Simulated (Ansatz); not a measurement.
**GeCl2 (triplet): wave-function methods side by side at a displaced geometry (v1), cc-pVDZ**

One table from this session's results is given with a row withheld; the runs are named, their logs left out.

The runs use Ansatz 0.2.0, Gaussian basis; cc-pVDZ, core rule «outside noble gas», up to 24 orbitals frozen.

The runs, in order: UHF; CCSD(T) on ROHF; CCSD(T) on UHF; BCCD(T) on ROHF; CISD; CCSDT(Q) on ROHF; CCSDT(Q) on UHF; CASSCF and MRCISD+Q, 14 electrons in 10 orbitals; CASSCF and MRCISD+Q(relaxed), 14 electrons in 10 orbitals; CASSCF and NEVPT2, 14 electrons in 10 orbitals.

29 further runs of the same task are left out: 2 for a known fault of the program, 13 that didn't finish, 14 set aside as unsound or not needed.

### The geometry

The geometry is a PBE0/def2-TZVP stationary point (not a proven minimum) with its atoms shifted at random (size 0.040 Å). No spin-orbit coupling is included. The filled d shell of Ge may be among the frozen orbitals whatever the setting's name suggests; the logs give the count.

3 atoms, charge 0, spin multiplicity 3.

Atoms are counted from 1 here; the program's logs count them from 0.

Bond lengths: Cl1–Ge2 2.153 Å, Ge2–Cl3 2.160 Å. Angles: Cl1–Ge2–Cl3 121.2°.

Set-up of the first run:

The input, in.yaml:

```yaml
crystal:
  periodic: [false, false, false]
  atoms:
    - {symbol: Cl, position_ang: [-0.011219, -0.557436, 1.869975]}
    - {symbol: Ge, position_ang: [-0.012052, 0.523061, 0.007770]}
    - {symbol: Cl, position_ang: [0.035912, -0.514268, -1.885895]}
basis:
  gaussian: {orbitals: cc-pVDZ}
magnetization: {spin_polarized: true, initial_magnetization: 2}
hamiltonian: {xc: hf}
output: {orbitals: {seedname: orbitals}}
```

Command:

```bash
> ansatz run in.yaml --threads 1 --pin off --events-out ev --progress --plain --max-ram 2393MiB
```

Steps of the session up to this table: UHF; CCSD(T) on ROHF; CCSD(T) on UHF; BCCD(T) on ROHF; CISD; CCSDT(Q) on ROHF; CCSDT(Q) on UHF; CASSCF and MRCISD+Q, 14 electrons in 10 orbitals; CASSCF and MRCISD+Q(relaxed), 14 electrons in 10 orbitals; CASSCF and NEVPT2, 14 electrons in 10 orbitals.

One of the session's tables, all rows but one given; the rest of the session is left out.

```
                   method  from UCCSDT(Q) (meV)
                     ROHF               +9915.8
                      UHF               +9825.9
                     RMP2               +1125.5
                     UMP2               +1112.5
                    RCCSD                     ?
                    UCCSD                +288.2
                 RCCSD(T)                 +60.5
                 UCCSD(T)                 +51.3
                  BCCD(T)                 +59.2
                   RCCSDT                 +33.4
                   UCCSDT                 +24.0
                RCCSDT(Q)                 +11.2
                UCCSDT(Q)                     0
           CASSCF valence               +9018.0
           NEVPT2 valence               +1542.0
           MRCISD valence               +1048.8
         MRCISD+Q valence                +135.4
MRCISD+Q(relaxed) valence                +109.0
```

**Question.** Estimate the row for RCCSD.

As computed: from UCCSDT(Q) (meV): +300.2. In the column «from UCCSDT(Q) (meV)» it lies between UCCSD (+288.2) and MRCISD valence (+1048.8).

Not comparable, so not listed: CISD (they don't share determinant, frozen orbitals or solution with the rows shown, or repeat one).

Caveats from the session: Restricted and unrestricted rows rest on different reference determinants; where their highest levels disagree by more than a few hundredths of an eV, they describe different states and don't form one ladder.
